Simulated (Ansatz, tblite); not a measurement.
# In(H2S)H3 (InH5S): one state, many levels

Aim: run the singlet of In(H2S)H3 (InH5S) at one geometry on many levels, and compare frontier levels, spin and run time.

Program: Ansatz 0.2.0, Gaussian basis. Level of theory: as each input shows. These are calculated values, not measurements.

Plan: GFN1-xTB, GFN2-xTB, PBE-D4/def2-TZVP, r2SCAN-D4/def2-TZVP, CAM-B3LYP-D4/def2-TZVP, ωB97X-V/def2-TZVP, B2PLYP/def2-TZVP, HF/def2-TZVP, revPBE-D4/def2-TZVP, B97M-V/def2-TZVP, r2SCAN0-D4/def2-TZVP, PBE-D4/def2-SVP, PBE0-D4/def2-SVP, CCSD(T)/def2-TZVPP, MP2/def2-TZVP, RPA/def2-TZVP.

2 further runs of the same task are left out: 2 set aside as unsound or not needed. Runs told in other sessions of the task aren't counted.

**1. The relaxed structure**

The singlet was relaxed beforehand with r2SCAN-D4/def2-TZVP.

7 atoms, charge 0, spin multiplicity 1.

Bond lengths: In1–S2 2.848 Å, In1–H5 1.726 Å, In1–H6 1.730 Å, In1–H7 1.726 Å, S2–H3 1.344 Å, S2–H4 1.344 Å. Angles: S2–In1–H5 94.0°, S2–In1–H6 94.8°, S2–In1–H7 94.0°, H5–In1–H6 119.2°, H5–In1–H7 120.0°, H6–In1–H7 119.1°, In1–S2–H3 94.5°, In1–S2–H4 94.5°, H3–S2–H4 92.3°.

Geometry (Å):

```mol
H5InS
  3D, bonds by distance, orders not assigned

  7  6  0  0  0  0  0  0  0  0999 V2000
    0.1217   -0.2019   -1.2019 In  0  0
    0.1538   -0.2683    1.6453 S   0  0
    0.5212    1.0178    1.7774 H   0  0
   -1.1493    0.0355    1.7721 H   0  0
    1.8421   -0.1858   -1.3420 H   0  0
   -0.7463    1.2914   -1.3033 H   0  0
   -0.7432   -1.6887   -1.3476 H   0  0
  1  2  8  0
  1  5  8  0
  1  6  8  0
  1  7  8  0
  2  3  8  0
  2  4  8  0
M  END
```

In takes a core potential in the def2 sets. No spin-orbit coupling is included.

PBE0-D4/def2-TZVP was run before; its log isn't repeated, and its numbers join the tables.

**2. GFN1-xTB**

Tight binding, by tblite at 300 K electronic temperature and without a spin-polarisation term:

```python
tblite.interface.Calculator('GFN1-xTB', numbers, positions, charge=0, uhf=0).singlepoint()
```

Energy -215.6826 eV, HOMO -11.30 eV, LUMO -5.22 eV; 0.016 s.

**3. GFN2-xTB**

Tight binding, by tblite at 300 K electronic temperature and without a spin-polarisation term:

```python
tblite.interface.Calculator('GFN2-xTB', numbers, positions, charge=0, uhf=0).singlepoint()
```

Energy -189.6544 eV, HOMO -11.18 eV, LUMO -6.72 eV; 0.003 s.

**4. PBE-D4/def2-TZVP**

start.molden holds the orbitals of an earlier run on this state, given as this run's starting guess.

File in.yaml:

```yaml
crystal:
  periodic: [false, false, false]
  atoms:
    - {symbol: In, position_ang: [0.121722, -0.201920, -1.201930]}
    - {symbol: S, position_ang: [0.153761, -0.268328, 1.645341]}
    - {symbol: H, position_ang: [0.521202, 1.017816, 1.777408]}
    - {symbol: H, position_ang: [-1.149280, 0.035513, 1.772093]}
    - {symbol: H, position_ang: [1.842105, -0.185841, -1.341999]}
    - {symbol: H, position_ang: [-0.746290, 1.291430, -1.303323]}
    - {symbol: H, position_ang: [-0.743230, -1.688670, -1.347591]}
basis:
  gaussian: {orbitals: def2-TZVP, initial_orbitals: start.molden}
hamiltonian: {xc: pbe, dispersion: d4}
scf: {omitted_lower_state_checks: [starts]}
output: {forces: true, orbitals: {seedname: orbitals}}
```

Command:

```bash
ansatz run in.yaml --threads 4 --pin off --events-out ev --progress --plain --max-ram 3916MiB
```

The log of the run:

```text
Functional definition: PBE
  name "PBE"
  cite "Perdew, Burke & Ernzerhof, Phys. Rev. Lett. 77, 3865 (1996) doi:10.1103/PhysRevLett.77.3865"
  parent pbe
  parameter kappa = 0.804
  parameter beta = 0.06672455060314922
  exchange = pbe_x(kappa = kappa, mu = beta*pi^2/3)
  correlation = pbe_c(beta = beta)
these checks for a lower state are left out or cut short: starts
869 factors; their error is unknown
mean field evaluation 1: about -16085.2101 eV, gradient 8.6e0 eV
mean field evaluation 2: about -16085.2842 eV, gradient 9.5e-2 eV
mean field evaluation 4: about -16085.2735 eV, gradient 1.0e-4 eV
mean field -16085.27347798 eV, -591.1228973256 hartree, gradient 2.5e-5 eV, S^2 0.000000; 0 other end points of the search recorded, 0 dependent functions left out
the calculation of the forces begins
reference -16085.27353713 eV, -591.1228994995 hartree; 21, 21 occupied and 96, 96 virtual orbitals, 869 factors
Total energy: -16085.38917401 eV, -591.1271490764 hartree
Atom 0 at     0.121722    -0.201920    -1.201930 Å, force    -0.000290     0.001244    -0.027787 eV/Å
Atom 1 at     0.153761    -0.268328     1.645341 Å, force     0.185954    -0.312818    -0.014713 eV/Å
Atom 2 at     0.521202     1.017816     1.777408 Å, force     0.058273     0.247664     0.034252 eV/Å
Atom 3 at    -1.149280     0.035513     1.772093 Å, force    -0.247848     0.070294     0.034152 eV/Å
Atom 4 at     1.842105    -0.185841    -1.341999 Å, force     0.160727     0.000134    -0.011350 eV/Å
Atom 5 at    -0.746290     1.291430    -1.303323 Å, force    -0.077374     0.132996    -0.003103 eV/Å
Atom 6 at    -0.743230    -1.688670    -1.347591 Å, force    -0.079442    -0.139513    -0.011450 eV/Å
Dipole moment:    -0.111382     0.187110     0.586183 e Å
Checks for a lower state left out: starts
```

Wall time 0.91 s (4 threads of Arm Neoverse V1, shared host).

HOMO -6.45 eV, LUMO -1.45 eV.

**5. r2SCAN-D4/def2-TZVP**

Changes to in.yaml since step 4:

```diff
@@ -12,4 +12,4 @@
   gaussian: {orbitals: def2-TZVP, initial_orbitals: start.molden}
-hamiltonian: {xc: pbe, dispersion: d4}
+hamiltonian: {xc: r2scan, dispersion: d4}
 scf: {omitted_lower_state_checks: [starts]}
-output: {forces: true, orbitals: {seedname: orbitals}}
+output: {orbitals: {seedname: orbitals}}
```

Same command.

The log of the run:

```text
Functional definition: r2SCAN
  name "r2SCAN"
  cite "Furness, Kaplan, Ning, Perdew & Sun, J. Phys. Chem. Lett. 11, 8208 (2020) doi:10.1021/acs.jpclett.0c02405"
  cite "Furness, Kaplan, Ning, Perdew & Sun, J. Phys. Chem. Lett. 11, 9248 (2020) doi:10.1021/acs.jpclett.0c03077"
  parent r2scan
  parameter k0 = 0.174
  parameter k1 = 0.065
  parameter a1 = 4.9479
  exchange = r2scan_x(k0 = k0, k1 = k1, a1 = a1)
  correlation = r2scan_c
these checks for a lower state are left out or cut short: starts
869 factors; their error is unknown
mean field evaluation 1: about -16091.3738 eV, gradient 6.2e0 eV
mean field evaluation 2: about -16091.4002 eV, gradient 4.0e-2 eV
mean field evaluation 4: about -16091.3889 eV, gradient 4.1e-5 eV
mean field -16091.38893887 eV, -591.3476363683 hartree, gradient 1.0e-5 eV, S^2 0.000000; 0 other end points of the search recorded, 0 dependent functions left out
reference -16091.38895768 eV, -591.3476370596 hartree; 21, 21 occupied and 96, 96 virtual orbitals, 869 factors
Total energy: -16091.41569034 eV, -591.3486194667 hartree
Checks for a lower state left out: starts
```

Wall time 1.7 s (4 threads of Arm Neoverse V1, shared host).

HOMO -6.75 eV, LUMO -1.15 eV.

**6. CAM-B3LYP-D4/def2-TZVP**

Changes to in.yaml since step 5:

```diff
@@ -12,3 +12,3 @@
   gaussian: {orbitals: def2-TZVP, initial_orbitals: start.molden}
-hamiltonian: {xc: r2scan, dispersion: d4}
+hamiltonian: {xc: {name: CAM-B3LYP}, dispersion: d4}
 scf: {omitted_lower_state_checks: [starts]}
```

The command is unchanged.

The log of the run, cut to the lines that bear on the results:

```text
Functional definition: CAM-B3LYP
  name "CAM-B3LYP"
  cite "Yanai, Tew & Handy, Chem. Phys. Lett. 393, 51 (2004) doi:10.1016/j.cplett.2004.06.011"
  cite "Iikura, Tsuneda, Yanai & Hirao, J. Chem. Phys. 115, 3540 (2001) doi:10.1063/1.1383587"
  cite "Becke, Phys. Rev. A 38, 3098 (1988) doi:10.1103/PhysRevA.38.3098"
  cite "Lee, Yang & Parr, Phys. Rev. B 37, 785 (1988) doi:10.1103/PhysRevB.37.785"
  cite "Vosko, Wilk & Nusair, Can. J. Phys. 58, 1200 (1980) doi:10.1139/p80-159"
[...]
  # Exact exchange under (alpha + beta erf(omega r))/r, Becke's under what is left of 1/r.
[...]
956 factors; their error is unknown
270 factors; integrals over basis functions are off by at most 1.3e-5 eV
[...]
mean field -16089.96499392 eV, -591.2953073565 hartree, gradient 6.9e-5 eV, S^2 0.000000; 0 other end points of the search recorded, 0 dependent functions left out
reference -16089.96513504 eV, -591.2953125426 hartree; 21, 21 occupied and 96, 96 virtual orbitals, 956 factors
Total energy: -16090.06725056 eV, -591.2990652187 hartree
Checks for a lower state left out: starts
```

Wall time 1 s (4 threads of Arm Neoverse V1, shared host).

HOMO -9.01 eV, LUMO 0.07 eV.

**7. ωB97X-V/def2-TZVP**

Changes to in.yaml since step 6:

```diff
@@ -12,3 +12,3 @@
   gaussian: {orbitals: def2-TZVP, initial_orbitals: start.molden}
-hamiltonian: {xc: {name: CAM-B3LYP}, dispersion: d4}
+hamiltonian: {xc: {name: wB97X-V}}
 scf: {omitted_lower_state_checks: [starts]}
```

Same command.

The log of the run, cut to the lines that bear on the results:

```text
Functional definition: wB97X-V
  name "wB97X-V"
  cite "Mardirossian & Head-Gordon, Phys. Chem. Chem. Phys. 16, 9904 (2014) doi:10.1039/C3CP54374A"
  cite "Becke, J. Chem. Phys. 107, 8554 (1997) doi:10.1063/1.475007"
  cite "Vydrov & Van Voorhis, J. Chem. Phys. 133, 244103 (2010) doi:10.1063/1.3521275"
[...]
      + integral(e_c_pw_opposite_spin*poly(b97_u_opposite, cos0, cos1)) + vv10(b, c)
[...]
943 factors; their error is unknown
234 factors; integrals over basis functions are off by at most 1.2e-5 eV
[...]
mean field -16088.13988348 eV, -591.2282357850 hartree, gradient 5.8e-5 eV, S^2 0.000000; 0 other end points of the search recorded, 0 dependent functions left out
reference -16088.13988065 eV, -591.2282356811 hartree; 21, 21 occupied and 96, 96 virtual orbitals, 943 factors
Total energy: -16088.13988065 eV, -591.2282356811 hartree
Checks for a lower state left out: starts
```

Run time: 2.4 s. Hardware: 4 threads of Arm Neoverse V1, shared host.

HOMO -10.03 eV, LUMO 1.00 eV.

**8. B2PLYP/def2-TZVP**

Changes to in.yaml since step 7:

```diff
@@ -12,4 +12,3 @@
   gaussian: {orbitals: def2-TZVP, initial_orbitals: start.molden}
-hamiltonian: {xc: {name: wB97X-V}}
+hamiltonian: {xc: {name: B2PLYP}}
 scf: {omitted_lower_state_checks: [starts]}
-output: {orbitals: {seedname: orbitals}}
```

Same command.

The log of the run, cut to the lines that bear on the results:

```text
Functional definition: B2PLYP
  name "B2PLYP"
  cite "Grimme, J. Chem. Phys. 124, 034108 (2006) doi:10.1063/1.2148954"
  cite "Becke, Phys. Rev. A 38, 3098 (1988) doi:10.1103/PhysRevA.38.3098"
  cite "Lee, Yang & Parr, Phys. Rev. B 37, 785 (1988) doi:10.1103/PhysRevB.37.785"
[...]
954 factors; integrals over basis functions are off by at most 1.2e-3 eV
[...]
mean field -16076.25212119 eV, -590.7913685786 hartree, gradient 2.5e-6 eV, S^2 0.000000; 0 other end points of the search recorded, 0 dependent functions left out
9 core orbitals not correlated: weight in the atoms' cores, before any rotation towards them, 1.000 or more for the frozen orbitals, at most 0.000 for the correlated occupied ones
reference -16076.25230314 eV, -590.7913752651 hartree; 12, 12 occupied and 96, 96 virtual orbitals, 954 factors
second order -15.99719619 eV of doubles, -0.00000000 eV of singles
Total energy: -16080.57154611 eV, -590.9501045166 hartree
Checks for a lower state left out: starts
```

Wall time 1.6 s (4 threads of Arm Neoverse V1, shared host).

**9. HF/def2-TZVP**

Changes to in.yaml since step 8:

```diff
@@ -12,3 +12,4 @@
   gaussian: {orbitals: def2-TZVP, initial_orbitals: start.molden}
-hamiltonian: {xc: {name: B2PLYP}}
+hamiltonian: {xc: hf}
 scf: {omitted_lower_state_checks: [starts]}
+output: {orbitals: {seedname: orbitals}}
```

Same command.

The log of the run:

```text
Functional definition: HF
  name "HF"
  cite "Fock, Z. Phys. 61, 126 (1930) doi:10.1007/BF01340294"
  parent pbe
  exchange = exact_x
  correlation = 0
these checks for a lower state are left out or cut short: starts
1086 factors; their error is unknown
mean field evaluation 1: about -16043.7251 eV, gradient 2.4e1 eV
mean field evaluation 2: about -16044.2918 eV, gradient 6.9e-1 eV
mean field evaluation 4: about -16044.5843 eV, gradient 6.8e-1 eV
mean field -16044.58463578 eV, -589.6276099547 hartree, gradient 8.0e-6 eV, S^2 0.000000; 0 other end points of the search recorded, 0 dependent functions left out
reference -16044.58463578 eV, -589.6276099547 hartree; 21, 21 occupied and 96, 96 virtual orbitals, 1086 factors
Total energy: -16044.58463578 eV, -589.6276099547 hartree
Checks for a lower state left out: starts
```

Wall time 0.4 s (4 threads of Arm Neoverse V1, shared host).

From the report: HOMO -10.53 eV, LUMO 1.53 eV.

**10. revPBE-D4/def2-TZVP**

Changes to in.yaml since step 9:

```diff
@@ -12,3 +12,3 @@
   gaussian: {orbitals: def2-TZVP, initial_orbitals: start.molden}
-hamiltonian: {xc: hf}
+hamiltonian: {xc: {name: revPBE}, dispersion: d4}
 scf: {omitted_lower_state_checks: [starts]}
```

The command is unchanged.

The log of the run:

```text
Functional definition: revPBE
  name "revPBE"
  cite "Zhang & Yang, Phys. Rev. Lett. 80, 890 (1998) doi:10.1103/PhysRevLett.80.890"
  cite "Perdew, Burke & Ernzerhof, Phys. Rev. Lett. 77, 3865 (1996) doi:10.1103/PhysRevLett.77.3865"
  parameter kappa = 1.245
  parameter beta = 0.06672455060314922
  exchange = pbe_x(kappa = kappa, mu = beta*pi^2/3)
  correlation = pbe_c(beta = beta)
these checks for a lower state are left out or cut short: starts
869 factors; their error is unknown
mean field evaluation 1: about -16089.6291 eV, gradient 8.0e0 eV
mean field evaluation 2: about -16089.6901 eV, gradient 7.9e-2 eV
mean field evaluation 4: about -16089.6793 eV, gradient 8.7e-5 eV
mean field -16089.67925804 eV, -591.2848067565 hartree, gradient 2.2e-5 eV, S^2 0.000000; 0 other end points of the search recorded, 0 dependent functions left out
reference -16089.67933210 eV, -591.2848094784 hartree; 21, 21 occupied and 96, 96 virtual orbitals, 869 factors
Total energy: -16089.97675305 eV, -591.2957394968 hartree
Checks for a lower state left out: starts
```

It took 0.7 s on 4 threads of Arm Neoverse V1, shared host.

From the report: HOMO -6.41 eV, LUMO -1.41 eV.

(Part 1 of 2 ends here.)
